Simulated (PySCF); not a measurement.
# C2H9GeNSi: the cost of one run

Computed with PySCF 2.14.0, with density-fitted response routines of our own, on a single molecule in the gas phase. Atoms are numbered from 0 throughout.

## Step 1: The molecule as given

14 atoms, charge 0, multiplicity 1; geometry from: GFN2-xTB. The atoms were then displaced at random by about 0.01 Å, so the start is not that level's minimum.

Bonds of the start (Å): C0–Si1 1.91, Si1–N2 1.72, N2–C3 1.41, C3–Ge4 2.00, Ge4–Si1 2.36, C0–H5 1.05, C0–H6 1.08, C0–H7 1.11, Si1–H8 1.50, N2–H9 1.02, C3–H10 1.14, C3–H11 1.09, Ge4–H12 1.52, Ge4–H13 1.54.

## Step 2: Geometry optimisation at PBE0-D3(BJ)/def2-SVP

Job settings and geometry (Å):

```
{"job": {"xc": "PBE0", "basis": "def2-SVP", "d3": "d3bj", "grid": 1, "shake": 0.01, "kind": "geom"}, "charge": 0, "multiplicity": 1}
C      2.324290     0.344110    -0.147650
Si     0.578710     0.306510     0.638530
N     -0.280700    -1.158300     0.378790
C     -1.583460    -0.901760    -0.096130
Ge    -1.344750     1.032720    -0.524660
H      2.989450    -0.272910     0.376940
H      2.293710     0.055660    -1.190890
H      2.718540     1.382790    -0.113760
H      0.650290     0.818610     2.047100
H     -0.076560    -2.071190     0.781750
H     -2.368770    -1.091160     0.701660
H     -1.852460    -1.574940    -0.914380
H     -1.548360     1.266100    -2.014980
H     -2.507080     1.848690     0.069930
```

On the command line:

```sh
$ OMP_NUM_THREADS=1 python probes_run.py task.json out
```

The driver reads the jobs from task.json and runs them one after another.

**Question.** How long does this first job take on 1 thread of Arm Neoverse V2, shared host, and how much memory does it need?

About 93 s, with a peak of 0.59 GiB.
